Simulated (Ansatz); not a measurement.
# GeH4: the cost of one run

Program: Ansatz 0.2.0, Gaussian basis. Level of theory: PBE0-D4/def2-TZVP structures, single points in def2-TZVPP, no counterpoise correction. These are calculated values, not measurements.

Levels: SPW92, PBE-D4, BLYP-D4, r2SCAN-D4, B97M-V, PBE0-D4, B3LYP-D4, r2SCAN0-D4, BHLYP-D4, CAM-B3LYP-D4, wB97X-V, wB97M-V, B2PLYP, PBE-QIDH, RPA on PBE, Hartree-Fock, MP2, CCSD, CCSD(T).

Cores are frozen in the correlated methods. Filled d shells of the heavier atoms are correlated. B3LYP uses VWN-RPA correlation. B2PLYP carries no dispersion term here.

94 further runs of the same task are left out: 94 set aside as unsound or not needed.

### Step 1. The starting structure

The complex: 7 atoms, charge 0, spin multiplicity 1.

Atoms are counted from 1 here; the program's logs count them from 0.

Bond lengths: Ge1–H2 1.542 Å, Ge1–H3 1.532 Å, Ge1–H4 1.533 Å, Ge1–H5 1.532 Å, H6–Cl7 1.283 Å. Angles: H2–Ge1–H3 108.8°, H2–Ge1–H4 108.3°, H2–Ge1–H5 108.8°, H3–Ge1–H4 110.3°, H3–Ge1–H5 110.3°, H4–Ge1–H5 110.3°.

Coordinates:

```
Ge   -0.7438    0.6780    0.1956
H    -0.0400   -0.4602    0.9613
H    -1.4103    0.0938   -1.0542
H    -1.7968    1.2992    1.1202
H     0.3013    1.7258   -0.2012
H     1.4320   -1.4697   -0.0620
Cl    2.2576   -1.8668   -0.9597
```

Its parts: GeH4 holds atoms 1, 2, 3, 4, 5; HCl holds atoms 6, 7. Each part counts its atoms afresh in its own runs.

### Step 2. Relaxing GeH4 alone

relax-a/in.yaml

```yaml
crystal:
  periodic: [false, false, false]
  atoms:
    - {symbol: Ge, position_ang: [-0.743802, 0.678029, 0.195645]}
    - {symbol: H, position_ang: [-0.040003, -0.460227, 0.961310]}
    - {symbol: H, position_ang: [-1.410339, 0.093781, -1.054156]}
    - {symbol: H, position_ang: [-1.796766, 1.299180, 1.120183]}
    - {symbol: H, position_ang: [0.301294, 1.725825, -0.201242]}
basis:
  gaussian: {orbitals: def2-TZVP}
hamiltonian: {xc: pbe0, dispersion: d4}
relax: {f_tol: 0.005, max_steps: 200}
```

Started as:

```sh
$ ansatz run in.yaml --threads 2 --pin off --events-out ev --progress --plain --max-ram 4352MiB
```

**Question.** How long does this run take on 2 threads of Arm Neoverse V2, shared host?

About 2.3 s.
